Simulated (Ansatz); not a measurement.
# Mn3Si: the cost of one run

Computed with the Python package of Ansatz 0.2.0. Level of theory: DFT LDA, plane waves, PAW.

## Step 1: The system

It takes space group Fm-3m (No. 225, cubic). Conventional cell: a = 5.722 Å, b = 5.722 Å, c = 5.722 Å, α = 90.00°, β = 90.00°, γ = 90.00°. Around Mn (site symmetry m-3m) lie 8 Mn at 2.48 Å. Around Mn (site symmetry -43m) lie 4 Mn at 2.48 Å and 4 Si at 2.48 Å. Around Si (site symmetry m-3m) lie 8 Mn at 2.48 Å.

The script holds or builds the structure itself.

## Step 2: Script

jij_mn3si.py

```python
'''Pair couplings between the moments of Mn3Si.'''

import warnings

import ansatz as az
import numpy as np

warnings.simplefilter('ignore', az.DeckWarning)

cell = (
    az.Lattice.fcc(5.722)
    .space_group(225)
    .atom('Mn', (0.5, 0.0, 0.0))
    .atom('Mn', (0.25, 0.75, 0.75))
    .atom('Si', (0.0, 0.0, 0.0))
    .primitive()
    .moments(Mn=2.8)
)

model = (
    cell.calculation()
    .kpoints(length=23)
    .occupations('Fermi-Dirac', width=0.1)
    .functional('lda')
    .spin(az.SpinTreatment.COLLINEAR)
    .eigenstates(nscf_kmesh=(7, 7, 7))
    .exchange_couplings(magnetic=['Mn'])
)
couplings = model.run(threads=1, backend='cpu').exchange_couplings().to_plain()
for atom in couplings['atoms']:
    print(atom['site']['symbol'], atom['role'], 'moment', round(atom['moment_mub'], 3), 'muB')
shells = {}
for pair in couplings['pairs']:
    key = (pair['site'], pair['partner'], round(float(np.linalg.norm(pair['displacement_ang'])), 2))
    shells.setdefault(key, []).append(1000 * pair['coupling_ev'])
print('site partner distance (A)  count  mean J (meV)')
for (i, j, d), values in sorted(shells.items(), key=lambda item: item[0][2])[:10]:
    print(f'{i:4d} {j:7d} {d:12.2f} {len(values):6d} {np.mean(values):13.3f}')
print('mean-field order:', couplings['mean_field_order'])
```

## Step 3: The input behind the calls

The package turns the script's settings into the engine's input:

```yaml
crystal:
  lattice:
    bravais: fcc
    a: 5.722
  space_group: 225
  atoms:
    - { symbol: Mn, position: [0.5, 0.0, 0.0] }
    - { symbol: Mn, position: [0.25, 0.75, 0.75] }
    - { symbol: Si, position: [0.0, 0.0, 0.0] }
  reduce_to_primitive: true
kpoints:
  mp_grid:
    grid: [7, 7, 7]
hamiltonian:
  xc: lda
magnetization:
  spin_polarized: true
  per_species:
    Mn: 2.8
scf:
  occupations:
    method: fermi_dirac
    width: 0.1
output:
  eigenstates:
    nscf_kmesh:
      grid: [7, 7, 7]
    exchange_couplings:
      magnetic:
        - { species: Mn }
```

## Step 4: The run

Command:

```sh
> python jij_mn3si.py
```

What time and memory should one allow on 1 thread of Intel Xeon 6975P-C (Granite Rapids), shared host?

About 28 s, with a peak of 0.63 GiB.
